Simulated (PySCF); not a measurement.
# C8H11NP+: magnetic properties

Wanted: magnetic properties for C8H11NP+ (`C=C[P@H+](C)c1cccnc1`).

Computed with PySCF 2.14.0 and routines of our own; the level stands in each step. Atoms count from 0.

## (1) The starting structure

21 atoms, charge 1, multiplicity 1; geometry from: GFN2-xTB.

## (2) Magnetic properties: GIAO PBE0/pcSseg-1

What the job is given:

```
{"job": {"kind": "mag", "xc": "PBE0", "basis": "pcSseg-1", "isotopologues": 0}, "charge": 1, "multiplicity": 1}
C     -2.840982     1.548707     0.058116
C     -2.015806     0.712482     0.673416
P     -1.036799    -0.517374    -0.188798
C     -1.417627    -2.170672     0.422040
C      0.714991    -0.131742    -0.055895
C      1.182384     1.076196    -0.583542
C      2.527048     1.372690    -0.462269
C      3.347968     0.453367     0.185919
N      2.902316    -0.686147     0.682872
C      1.627616    -0.983227     0.572128
H     -3.407598     2.282517     0.607931
H     -2.991273     1.532461    -1.010122
H     -1.866961     0.731690     1.747149
H     -1.396604    -0.446871    -1.520906
H     -0.824383    -2.916781    -0.107396
H     -1.201691    -2.222579     1.490910
H     -2.477895    -2.372475     0.265181
H      0.502324     1.758942    -1.075766
H      2.931078     2.291156    -0.856797
H      4.405898     0.636058     0.312321
H      1.327075    -1.931454     0.997741
```

Method: GIAO PBE0/pcSseg-1 magnetisability, rotational g tensor and spin-rotation constants, non-relativistic, gas phase.

Run with:

```sh
$ OMP_NUM_THREADS=1 python excited_run.py task.json out
```

This one command runs all jobs of the session in turn.

Standard output:

```text
coarse grid: 18200 points
cycle   1  E = -706.5573364304  dE =  1.917e+00  |g| = 4.741e-01  |ddm| = 4.369e+00
cycle   2  E = -706.5131808457  dE =  4.416e-02  |g| = 6.372e-01  |ddm| = 1.601e+00
cycle   3  E = -706.6129358829  dE = -9.976e-02  |g| = 1.455e-01  |ddm| = 1.018e+00
cycle   4  E = -706.6176604930  dE = -4.725e-03  |g| = 4.833e-02  |ddm| = 1.710e-01
cycle   5  E = -706.6182462599  dE = -5.858e-04  |g| = 1.063e-02  |ddm| = 6.466e-02
cycle   6  E = -706.6182711201  dE = -2.486e-05  |g| = 4.645e-03  |ddm| = 1.452e-02
cycle   7  E = -706.6182765183  dE = -5.398e-06  |g| = 8.303e-04  |ddm| = 4.676e-03
final grid: 171680 points
cycle   8  E = -706.6768676609  dE = -4.268e-05  |g| = 9.276e-03  |ddm| = 4.011e-02
cycle   9  E = -706.6768624169  dE =  5.244e-06  |g| = 1.057e-02  |ddm| = 2.009e-02
cycle  10  E = -706.6768890460  dE = -2.663e-05  |g| = 1.705e-03  |ddm| = 1.144e-02
cycle  11  E = -706.6768897365  dE = -6.905e-07  |g| = 3.973e-04  |ddm| = 2.150e-03
cycle  12  E = -706.6768897728  dE = -3.628e-08  |g| = 1.059e-04  |ddm| = 4.685e-04
cycle  13  E = -706.6768897751  dE = -2.254e-09  |g| = 4.694e-05  |ddm| = 1.228e-04
cycle  14  E = -706.6768897756  dE = -5.452e-10  |g| = 1.426e-05  |ddm| = 6.115e-05
converged SCF energy = -706.6768897756

Magnetisability tensor (1e-30 J/T^2)
    -1260.60       46.07      164.17
       46.07    -1410.92     -392.03
      164.17     -392.03    -1900.12
isotropic -1523.88   principal values   -2148.65  -1254.21  -1168.78
isotropic susceptibility -91.770 1e-6 cm^3/mol

Inertial axes            a          b          c
rot. const./GHz      2.1640     0.7535     0.5979
chi total           -75.830    -76.685   -122.795
chi diamagnetic    -701.594  -1673.277  -2098.038
chi paramagnetic    625.764   1596.592   1975.243
quadrupole/D A       16.499      0.785    -17.284
g nuclear            0.6130     0.5606     0.5672
g electronic        -0.6362    -0.5652    -0.5548
g total             -0.0232    -0.0045     0.0124

Spin-rotation constants (kHz, H = +C I.J)
atom  isotope        aa         bb         cc
  2    31P        3.361      1.133      0.935
  8    14N        0.635      0.189      0.012
 10     1H       -0.145     -0.038     -0.017
 11     1H       -0.251     -0.085      0.046
 12     1H       -0.265     -0.092      0.044
 13     1H       -0.230     -0.083      0.021
 14     1H       -0.203     -0.047     -0.051
 15     1H       -0.266     -0.074     -0.011
 16     1H       -0.009     -0.082     -0.078
 17     1H       -0.077      0.003     -0.060
 18     1H       -0.178      0.050     -0.065
 19     1H        0.255     -0.085     -0.057
 20     1H       -0.177      0.055     -0.059
  0    13C*       0.514      0.211      0.309
  1    13C*       0.454      0.184      0.263
  3    13C*       0.244      0.090      0.069
  4    13C*       0.978      0.200      0.079
  5    13C*       0.915      0.337      0.078
  6    13C*       0.766      0.340      0.074
  7    13C*       1.121      0.302      0.099
  9    13C*       0.879      0.351      0.099
* in the singly substituted isotopologue
```

Run time: 68 s. Hardware: 1 thread of Intel Xeon Platinum 8488C, shared host; peak memory 1.1 GiB.

In short:

```
              quantity                     value
       magnetisability          -1524·10⁻³⁰ J/T²
  molar susceptibility        -91.8·10⁻⁶ cm³/mol
rotational g (a, b, c)  -0.0232, -0.0045, 0.0124
```

Orbitals, density, ELF and potential are computed afterwards from the orbital file.

Frontier orbitals at PBE0/pcSseg-1, with the share of their density that lies nearest to each atom:

```
orbital  energy (eV)                                                     lies on
   HOMO       -11.24                                                     N8 66 %
   LUMO        -5.63  C0, C7 about 14 % each; C1, C4, C5 about 10 % each; P2 9 %
```

ELF in a plane through or near 8 of the atoms.

Values, 10 rows by 14 columns:
```
0.00 0.00 0.00 0.00 0.00 0.00 0.00 0.00 0.00 0.00 0.00 0.00 0.00 0.00
0.00 0.00 0.00 0.00 0.00 0.00 0.00 0.00 0.00 0.00 0.00 0.00 0.00 0.00
0.00 0.00 0.00 0.71 0.74 0.00 0.48 0.01 0.04 0.36 0.10 0.00 0.00 0.00
0.00 0.00 0.00 0.96 0.97 0.35 0.99 0.24 0.14 0.94 0.83 0.03 0.00 0.00
0.00 0.00 0.09 0.23 0.27 0.67 0.56 0.07 0.42 0.19 0.29 0.03 0.00 0.00
0.00 0.00 0.66 0.56 0.46 0.14 0.16 0.91 0.80 0.23 0.02 0.00 0.00 0.00
0.00 0.00 0.00 0.20 0.59 0.63 0.51 0.21 0.93 0.66 0.73 0.00 0.00 0.00
0.00 0.00 0.00 0.13 0.22 0.18 0.64 0.24 0.92 0.90 0.98 0.00 0.00 0.00
0.00 0.00 0.00 0.00 0.00 0.00 0.00 0.04 0.50 0.03 0.01 0.00 0.00 0.00
0.00 0.00 0.00 0.00 0.00 0.00 0.00 0.00 0.00 0.00 0.00 0.00 0.00 0.00
```
The map spans 14.1 Å across and 10.6 Å up, centred on the molecule. Atoms in the plane (x, y in Å): P2 (1.1, -0.3), C3 (1.7, -2.0), C4 (-0.7, -0.2), C5 (-1.3, 1.1), C6 (-2.7, 1.2), H16 (2.7, -2.0), H17 (-0.7, 1.9), H18 (-3.2, 2.1).

log10 of the density (e/Å³) in the same plane.

Values, 10 rows by 14 columns:
```
-4.0 -4.0 -4.0 -4.0 -4.0 -4.0 -4.0 -4.0 -4.0 -4.0 -4.0 -4.0 -4.0 -4.0
-4.0 -4.0 -4.0 -3.8 -3.6 -4.0 -3.9 -4.0 -3.6 -3.0 -3.2 -4.0 -4.0 -4.0
-4.0 -4.0 -3.7 -1.9 -1.6 -2.3 -1.9 -2.5 -2.2 -1.2 -1.6 -2.8 -4.0 -4.0
-4.0 -4.0 -2.9 -0.7  0.1 -0.4  0.1 -1.3 -1.4  0.1 -0.5 -2.2 -4.0 -4.0
-4.0 -3.5 -2.0 -0.7  0.3  0.3  0.1 -1.0 -0.6 -0.7 -1.2 -2.4 -4.0 -4.0
-4.0 -3.2 -1.5 -0.4 -0.4 -0.6  0.7  0.0  1.9 -0.9 -2.0 -3.3 -4.0 -4.0
-4.0 -4.0 -2.6 -1.2 -0.4 -0.2 -0.4 -0.8  0.0 -0.4 -1.4 -3.4 -4.0 -4.0
-4.0 -4.0 -4.0 -2.2 -1.6 -1.3 -1.2 -1.2  0.2 -0.1 -1.2 -3.2 -4.0 -4.0
-4.0 -4.0 -4.0 -4.0 -3.8 -3.0 -2.8 -2.2 -1.5 -2.1 -2.8 -4.0 -4.0 -4.0
-4.0 -4.0 -4.0 -4.0 -4.0 -4.0 -4.0 -3.9 -3.4 -3.7 -4.0 -4.0 -4.0 -4.0
```
The map spans 14.1 Å across and 10.6 Å up, centred on the molecule. Atoms in the plane (x, y in Å): P2 (1.1, -0.3), C3 (1.7, -2.0), C4 (-0.7, -0.2), C5 (-1.3, 1.1), C6 (-2.7, 1.2), H16 (2.7, -2.0), H17 (-0.7, 1.9), H18 (-3.2, 2.1).

On the surface of density 0.002 e/bohr³ the electrostatic potential runs, from the 1st to the 99th percentile, from 1.42 V near N8 to 5.72 V near H13.

## (3) Magnetic properties: GIAO KT3/ANO-RCC-VDZP in chloroform

Settings changed since step 2:

```diff
@@ -1,2 +1,2 @@
-{"job": {"kind": "mag", "xc": "PBE0", "basis": "pcSseg-1", "isotopologues": 0}, "charge": 1, "multiplicity": 1}
+{"job": {"kind": "mag", "xc": "KT3", "basis": "ANO-RCC-VDZP", "solvent": "chloroform", "scf": {"level_shift": 0.3}}, "charge": 1, "multiplicity": 1}
 C     -2.840982     1.548707     0.058116
```

Level: GIAO KT3/ANO-RCC-VDZP magnetisability, non-relativistic, IEF-PCM chloroform.

Standard output:

```text
final grid: 171680 points
cycle   1  E = -715.7880178238  dE =  1.503e+00  |g| = 5.004e-01  |ddm| = 6.614e+00
cycle   2  E = -715.8323427544  dE = -4.432e-02  |g| = 4.130e-01  |ddm| = 9.019e-01
cycle   3  E = -715.8678837261  dE = -3.554e-02  |g| = 9.906e-02  |ddm| = 2.653e-01
cycle   4  E = -715.8707427906  dE = -2.859e-03  |g| = 3.490e-02  |ddm| = 1.351e-01
cycle   5  E = -715.8710515258  dE = -3.087e-04  |g| = 5.861e-03  |ddm| = 4.047e-02
cycle   6  E = -715.8710658300  dE = -1.430e-05  |g| = 3.347e-03  |ddm| = 1.260e-02
cycle   7  E = -715.8710693106  dE = -3.481e-06  |g| = 1.352e-03  |ddm| = 4.766e-03
cycle   8  E = -715.8710699336  dE = -6.230e-07  |g| = 4.664e-04  |ddm| = 2.168e-03
cycle   9  E = -715.8710700563  dE = -1.227e-07  |g| = 1.456e-04  |ddm| = 1.098e-03
cycle  10  E = -715.8710700829  dE = -2.663e-08  |g| = 8.540e-05  |ddm| = 5.464e-04
cycle  11  E = -715.8710700916  dE = -8.709e-09  |g| = 5.353e-05  |ddm| = 3.019e-04
cycle  12  E = -715.8710700947  dE = -3.084e-09  |g| = 2.634e-05  |ddm| = 1.710e-04
cycle  13  E = -715.8710700957  dE = -9.886e-10  |g| = 1.586e-05  |ddm| = 9.491e-05
level shift removed, Fock matrix diagonalised once more
converged SCF energy = -715.8710700957

Magnetisability tensor (1e-30 J/T^2)
    -1224.97       36.87      155.77
       36.87    -1368.16     -366.41
      155.77     -366.41    -1823.64
isotropic -1472.26   principal values   -2055.95  -1226.03  -1134.78
isotropic susceptibility -88.661 1e-6 cm^3/mol

Inertial axes            a          b          c
rot. const./GHz      2.1640     0.7535     0.5979
chi total           -73.721    -74.615   -117.647
chi diamagnetic    -698.891  -1673.294  -2098.424
chi paramagnetic    625.170   1598.678   1980.777
quadrupole/D A       13.211      2.115    -15.326
```

It took 1.8 min on 1 thread of Intel Xeon Platinum 8488C, shared host; peak memory 1.3 GiB.

Key values:

```csv
quantity,value
magnetisability,-1472·10⁻³⁰ J/T²
molar susceptibility,-88.7·10⁻⁶ cm³/mol
```

## (4) What came out

| quantity | value |
| --- | --- |
| magnetisability (step 2, GIAO PBE0/pcSseg-1) | -1524·10⁻³⁰ J/T² |
| molar susceptibility (step 2, GIAO PBE0/pcSseg-1) | -91.8·10⁻⁶ cm³/mol |
| rotational g (a, b, c) (step 2, GIAO PBE0/pcSseg-1) | -0.0232, -0.0045, 0.0124 |

In words: For an ion, the motion of the centre of mass in the field is left out. At PBE0/pcSseg-1, counted by nearest atom on the grid, the HOMO lies on N8 66 %, the LUMO on C0, C7 about 14 % each; C1, C4, C5 about 10 % each. Vibrational averaging and real surroundings are missing from these values.
